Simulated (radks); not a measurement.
**Exchange and kinetic functionals tested on atomic densities: P³⁺, Xe, Tc⁺, B²⁺, Ru³⁺, Re**

Aim: take each self-consistent density and evaluate many functionals on it, against the exact exchange and kinetic energies of the same orbitals. Every spin shell is full or empty, so the densities are truly spherical.

Program: radks (a radial shooting solver on a logarithmic mesh, Libxc functionals) version 1. Level of theory: non-relativistic Kohn-Sham, exchange-only PBE, spin-polarised, spherical densities, point nucleus; open shells are filled with parallel spins first. These are calculated values, not measurements, unless marked.

## Step 1: Starting point

```
species : P³⁺ ([Ne] 3s2), Xe ([Xe]), Tc⁺ ([Kr] 4d5 5s1), B²⁺ ([He] 2s1), Ru³⁺ ([Kr] 4d5), Re ([Xe] 4f14 5d5 6s2)
```

## Step 2: P³⁺, [Ne] 3s2

Input:

```text
Z 15
configuration [Ne] 3s2
relativity non-relativistic
functional pbe,
spin polarised
nucleus point
```

## Step 3: Xe, [Xe]

Input:

```text
Z 54
configuration [Xe]
relativity non-relativistic
functional pbe,
spin polarised
nucleus point
```

## Step 4: Tc⁺, [Kr] 4d5 5s1

Input:

```text
Z 43
configuration [Kr] 4d5 5s1
relativity non-relativistic
functional pbe,
spin polarised
nucleus point
```

## Step 5: B²⁺, [He] 2s1

Input:

```text
Z 5
configuration [He] 2s1
relativity non-relativistic
functional pbe,
spin polarised
nucleus point
```

## Step 6: Ru³⁺, [Kr] 4d5

Input:

```text
Z 44
configuration [Kr] 4d5
relativity non-relativistic
functional pbe,
spin polarised
nucleus point
```

## Step 7: Re, [Xe] 4f14 5d5 6s2

Input:

```text
Z 75
configuration [Xe] 4f14 5d5 6s2
relativity non-relativistic
functional pbe,
spin polarised
nucleus point
```

Q: Predict the outcome of this session. Wanted: for each run, error in magnitude; P³⁺; Xe; Tc⁺; B²⁺; Ru³⁺; Re.

As calculated:

| error in magnitude (%) | P³⁺ | Xe | Tc⁺ | B²⁺ | Ru³⁺ | Re |
| --- | --- | --- | --- | --- | --- | --- |
| exchange, LDA | -8.25 | -4.72 | -5.15 | -13.34 | -5.17 | -3.81 |
| exchange, PBE | -0.48 | -0.44 | -0.42 | -1.24 | -0.47 | -0.23 |
| exchange, revPBE | -0.02 | -0.31 | -0.26 | +0.10 | -0.30 | -0.14 |
| exchange, RPBE | +0.14 | -0.26 | -0.20 | +0.39 | -0.24 | -0.11 |
| exchange, PW86 | +0.65 | -0.24 | -0.09 | +0.51 | -0.15 | -0.25 |
| exchange, G96 | +0.13 | +0.34 | +0.35 | -0.08 | +0.31 | +0.57 |
| exchange, TPSS | +0.30 | -0.33 | -0.20 | +0.39 | -0.25 | -0.31 |
| exchange, r2SCAN | +0.01 | -0.13 | -0.05 | -0.10 | -0.09 | -0.09 |
| exchange, TASK | -3.07 | -2.21 | -2.30 | -1.38 | -2.31 | -1.81 |
| kinetic, Thomas-Fermi | -7.44 | -5.19 | -5.53 | -10.00 | -5.49 | -4.75 |
| kinetic, TF + vW/9 | -0.49 | -0.69 | -0.67 | +0.56 | -0.67 | -0.73 |
| kinetic, LC94 | +0.18 | +0.05 | +0.08 | +0.37 | +0.08 | -0.02 |
| kinetic, APBEK | +0.31 | +0.10 | +0.14 | +0.33 | +0.14 | +0.01 |
| kinetic, revAPBEK | +0.69 | +0.27 | +0.34 | +1.16 | +0.34 | +0.16 |
| kinetic, Thakkar | +0.00 | -0.61 | -0.50 | +0.60 | -0.51 | -0.79 |
| kinetic, Pearson | -1.65 | -0.91 | -0.96 | -3.96 | -0.95 | -0.89 |
| kinetic, PG1 | +25.83 | +14.60 | +16.05 | +48.81 | +15.92 | +12.70 |
| kinetic, Ernzerhof | +0.18 | -0.42 | -0.37 | +3.34 | -0.37 | -0.51 |

In words: Negative means that the magnitude is too small. For exchange the mean absolute error is least for r2SCAN (0.08 %) and largest for LDA (6.74 %). Among the orbital-free kinetic functionals LC94 (0.13 %) does best and PG1 (22.32 %) worst. The functionals are evaluated on one density each, not self-consistently.
